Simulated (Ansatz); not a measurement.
Consider an atomisation energy of CH4F2Sn, SMILES F[CH](F)[SnH3] (the Ansatz DFT code, driven from Python).

Script `tae.py`:
```python
"""Atomisation energy of CH4F2Sn at the given geometry."""

from collections import Counter

import ansatz as az
from ase import Atoms


def energy_of(molecule, charge=0, unpaired=0):
    calc = (
        molecule.calculation()
        .basis(gaussian="def2-SVP")
        .functional("r2scan0")
    )
    if charge:
        calc = calc.charge(charge)
    if unpaired:
        calc = calc.spin("collinear", total=unpaired)
    report = calc.run(threads=1, backend="cpu").report
    if report["published_state_doubts"]:
        print("  doubts:", report["published_state_doubts"])
    return report["free_energy_ev"]


def main() -> None:
    atoms = Atoms(["F", "C", "F", "Sn", "H", "H", "H", "H"], positions=[
        (1.6071, 1.2444, -0.2072),
        (1.111, 0.0204, 0.1096),
        (1.3992, -0.2464, 1.4135),
        (-0.9367, -0.0667, -0.1507),
        (1.6046, -0.7305, -0.5668),
        (-1.7779, 1.1177, 0.8936),
        (-1.3832, 0.2693, -1.8125),
        (-1.5321, -1.6653, 0.2647),
    ])
    system = az.Crystal.molecule_from_ase(atoms)

    # Hund ground states
    unpaired = {"F": 1, "C": 2, "Sn": 2, "H": 1}
    counts = Counter(site.symbol for site in system.cartesian_sites)
    atom_energy = {s: energy_of(az.Crystal.molecule().atom(s, (0, 0, 0)), 0, unpaired[s]) for s in counts}
    whole = energy_of(system, 0, 0)
    for s, e in atom_energy.items():
        print(f"{s:2s} x{counts[s]}  {e:14.5f} eV")
    print(f"CH4F2Sn: {whole:.5f} eV")
    split = sum(counts[s] * e for s, e in atom_energy.items()) - whole
    print(f"atomisation energy (no zero-point term): {23.060548 * split:.1f} kcal/mol, {split / sum(counts.values()):.3f} eV an atom")


if __name__ == "__main__":
    main()
```

What does it cost to take this molecule apart into atoms?

554.1 kcal/mol from the electronic energies, without the zero-point term.

The output:

```console
$ python tae.py
F  x2     -2710.06882 eV
C  x1     -1028.27257 eV
Sn x1     -5831.43271 eV
H  x4       -13.58464 eV
CH4F2Sn: -12358.21018 eV
atomisation energy (no zero-point term): 554.1 kcal/mol, 3.004 eV an atom
```

Reading the output:
- These settings explore the input space; basis and method may be short of convergence.
- The geometry is a force-field or estimated start, not a minimum of this method, and the basis set is short of its limit. All parts are taken at fixed geometry, without zero-point energy.
- def2 sets replace the cores of elements past krypton by effective core potentials.
- The spin-orbit lowering of heavy atoms is left out.
- Wall time of the script: 2.8 s on 1 thread of AMD EPYC 9B45 (Zen 5) (shared host), peak memory 0.27 GiB.

(Lines on the test bed's own set-up are left out of the output.)
